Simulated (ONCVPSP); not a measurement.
# Ag: generating and testing an ONCV potential

Task: generate the file, and judge it by its errors in other configurations, its logarithmic derivatives, its ghosts and its cutoff.

The numbers are computed with ONCVPSP 4.0.1 (PBE, scalar-relativistic, spin-unpolarised reference atom).

## Step 1: The design

The settings as typed:

- element: silver (Ag, Z = 47)
- type: optimised norm-conserving Vanderbilt (ONCV)
- frozen core: [Kr]
- valence charge: 11
- reference configuration: 4d10 5s0.75 5p0.25
- partial waves: 5s: rc 2.45 bohr, ncon 5, nbas 8, qcut 2.4 1/bohr, 1 projector; 5p: rc 3.55 bohr, ncon 5, nbas 9, qcut 2.3 1/bohr, 3 projectors, debl 0.6 Ha; 4d: rc 1.20 bohr, ncon 4, nbas 7, qcut 5.8 1/bohr, 3 projectors, debl 1.7 Ha
- local potential: polynomial inside 0.90 bohr (lpopt 5, dvloc0 1 Ha)
- core correction: polynomial model core, fcfact 0.75

The nodes and maxima of the atom's own shells, from an earlier all-electron run, set the scale for the radii.

All-electron outer shells of the reference configuration (PBE, scalar-relativistic, ld1.x):

```tsv
shell	level (eV)	outermost node (bohr)	outermost maximum (bohr)
4s	-95.62	0.44	0.82
4p	-59.14	0.44	0.87
4d	-8.00	0.43	1.04
5s	-4.80	1.11	2.49
5p	-1.04	1.25	3.76
```

## Step 2: Generating the potential

Ag.dat reads:

```
# ATOM AND REFERENCE CONFIGURATION
# atsym  z   nc   nv     iexc    psfile
  Ag 47.00    8    3        4      upf
#
#   n    l    f
    1    0    2.00
    2    0    2.00
    2    1    6.00
    3    0    2.00
    3    1    6.00
    3    2   10.00
    4    0    2.00
    4    1    6.00
    4    2   10.00
    5    0    0.75
    5    1    0.25
#
# PSEUDOPOTENTIAL AND OPTIMIZATION
# lmax
    2
#
#   l,   rc,      ep,       ncon, nbas, qcut
    0    2.45    0.00    5    8    2.40
    1    3.55    0.00    5    9    2.30
    2    1.20    0.00    4    7    5.80
#
# LOCAL POTENTIAL
# lloc, lpopt,  rc(5),   dvloc0
    4    5    0.90    1.00
#
# VANDERBILT-KLEINMAN-BYLANDER PROJECTORs
# l, nproj, debl
    0    1    3.80
    1    3    0.60
    2    3    1.70
#
# MODEL CORE CHARGE
# icmod, fcfact, rcfact
    1    0.75    0.00
#
# LOG DERIVATIVE ANALYSIS
# epsh1, epsh2, depsh
   -2.00    5.00    0.02
#
# OUTPUT GRID
# rlmax, drl
    6.00    0.01
#
# TEST CONFIGURATIONS
# ncnf
    4
# nvcnf
#   n    l    f
    3
    4    2   10.00
    5    0    1.00
    5    1    0.00
#
    3
    4    2   10.00
    5    0    0.00
    5    1    0.00
#
    3
    4    2    9.00
    5    0    0.00
    5    1    0.00
#
    3
    4    2   10.00
    5    0    0.00
    5    1    1.00
#
```

On the command line:

```console
$ oncvpsp.x < Ag.dat > Ag.out
```

**Question.** What will these runs give? Wanted: cutoffs for 1 and 0.1 mHa per electron, occupied waves; bound ghosts; GHOST(+) flags; largest test error; largest phase difference near zero energy, channels read; rms error of d²Exc/dn², without and with the model core.

The runs gave:

| quantity | value |
| --- | --- |
| cutoffs for 1 and 0.1 mHa per electron, occupied waves | 105 Ha and 123 Ha |
| bound ghosts | s at -334.37 eV, p at -63.71 eV, d at -162.30 eV |
| GHOST(+) flags | s at 9 eV |
| largest test error (AE − PS) | -10 meV, for 4d10 5s0 5p0 (1 test unsolved) |
| largest phase difference near zero energy, channels read | 2.856 rad |
| rms error of d²Exc/dn², without and with the model core | 3.42 and 0.17 mHa |

In words: A bound ghost (s, p, d) makes it unfit for use: electrons can fall into a state that the atom doesn't have. By total energies transferability is good where solved: the largest error is 10 meV on 6.8 eV, for 4d10 5s0 5p0. Atomic tests can pass in spite of a ghost, since they solve only for the levels asked. Of the tests 1 gave no usable energy difference, which is a warning in itself. By its cutoff, 105 Ha for the looser tolerance, it is very hard. At the looser tolerance the 4d wave is the slowest; 5s needs 8 Ha. Of the channels read, s scatters worst near zero energy, by up to 2.86 rad. A step near π is an extra or missing state, not a misfit of shape. The pseudo curves have a pole with no partner nearby in the atom's: s at 0.28 Ha. At positive energy that is a spurious or a displaced resonance. The program also flags highly localised states, GHOST(+) (s). All of this concerns the isolated atom, not yet a solid.
